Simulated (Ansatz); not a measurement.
# ClH6NSi2, SMILES N[SiH]([SiH3])Cl: a ladder of methods at one geometry

Computed with the Ansatz DFT code, driven from Python.

Notebook, run cell by cell (the value of a cell's last expression is shown):

```python
import warnings

import ansatz as az
from ase import Atoms
```

```python
BASIS_SET = "cc-pVDZ"
```

```python
warnings.simplefilter("ignore", az.DeckWarning)
```

```python
atoms = Atoms(["N", "Si", "Si", "Cl", "H", "H", "H", "H", "H", "H"], positions=[
    (-0.6868, 1.5931, -0.3633),
    (-0.2023, 0.0486, -0.6938),
    (0.5528, -1.1159, 1.1302),
    (-1.6578, -0.9235, -1.6241),
    (0.0669, 2.2534, -0.3112),
    (-1.2626, 1.9814, -1.1834),
    (0.8906, 0.222, -1.7066),
    (1.1375, -2.4401, 0.7372),
    (-0.4701, -1.294, 2.2149),
    (1.7149, -0.3762, 1.803),
])
geometry = az.Crystal.molecule_from_ase(atoms)
```

```python
model = geometry.calculation().basis(gaussian=BASIS_SET)
```

```python
methods = ["mp2", "ccsd", "ccsd_t"]
reports = [model.correlation(m).run().report for m in methods]
print(f"Hartree-Fock reference {reports[0]['reference_energy_ev'] / 27.211386246:.6f} Ha")
best = reports[-1]["free_energy_ev"] - reports[-1]["reference_energy_ev"]
for method, each in zip(methods, reports):
    gained = each["free_energy_ev"] - each["reference_energy_ev"]
    print(f"{method:8s} total {each['free_energy_ev'] / 27.211386246:.6f} Ha  correlation {gained:9.4f} eV  ({100 * gained / best:.1f} % of the last)")
```

    Hartree-Fock reference -1095.359802 Ha
    mp2      total -1095.866903 Ha  correlation  -13.7989 eV  (87.5 % of the last)
    ccsd     total -1095.925881 Ha  correlation  -15.4038 eV  (97.6 % of the last)
    ccsd_t   total -1095.939636 Ha  correlation  -15.7781 eV  (100.0 % of the last)

Caveats:
- Total energies depend on the basis set; only differences at equal settings carry meaning.
- The geometry is a force-field or estimated start, not a minimum of this method, and the basis set is short of its limit. A lower total doesn't mark the better method: functionals have no common bound, and MP2 and coupled cluster aren't variational.
- Inner cores stay frozen, so this is valence correlation.
- For Al to Cl the sets with a tight d function, cc-pV(X+d)Z, are usual.
- The whole script took 22 s on 1 thread of Arm Neoverse V1, on a shared host, peak memory 0.39 GiB.
